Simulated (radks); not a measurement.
# Ta⁴⁺ in [Xe] 4f14 5d1: an all-electron calculation

What are the levels of the tantalum ion Ta4+, how large are its shells, and how does its energy divide?

Method: non-relativistic Kohn-Sham, PBEsol, spin-polarised, spherical densities, point nucleus; open shells are filled with parallel spins first. Code: radks (a radial shooting solver on a logarithmic mesh, Libxc functionals) version 1.

## 1. The atom as given

```
element       : tantalum (Z = 73)
charge        : +4
electrons     : 69
configuration : [Xe] 4f14 5d1
```

The outer shells:

Ta⁴⁺
```
[Xe] core
4f [↑↓][↑↓][↑↓][↑↓][↑↓][↑↓][↑↓]
5d [↑ ][  ][  ][  ][  ]
```

## 2. Self-consistent calculation

Input:

```text
Z 73
configuration [Xe] 4f14 5d1 6s0 6p0 5f0 6d0
relativity non-relativistic
functional pbe_sol,pbe_sol
spin polarised
nucleus point
```

What does the calculation give?

**Answer**, as computed:

```
                        quantity                   value
                    total energy     -14796.5275 hartree
exchange-correlation share of it                  1.99 %
                            −T/E                  0.9997
          highest occupied level       5d up, -42.622 eV
    most extended occupied level  5d up, <r> = 1.70 bohr
 radius at density 0.001 e/bohr³               3.06 bohr
    maxima of the radial density                       4
         ionisation energy, NIST    48.27 (semi-emp.) eV
```

The radial density shows 4 maxima for 5 occupied principal shells; where shells overlap, one shows as a shoulder or not at all. The ratio −T/E is 0.9997; for a non-relativistic Coulomb system it is 1 up to the kinetic part of correlation. The top level binds by 42.622 eV, 88 % of the NIST ionisation energy of 48.27 eV; the potential of a semilocal functional falls off too fast, so its top eigenvalue is too shallow. Relativity is left out here, which matters for elements this heavy. Open shells are spherical and high-spin; term and fine-structure splittings are not resolved.
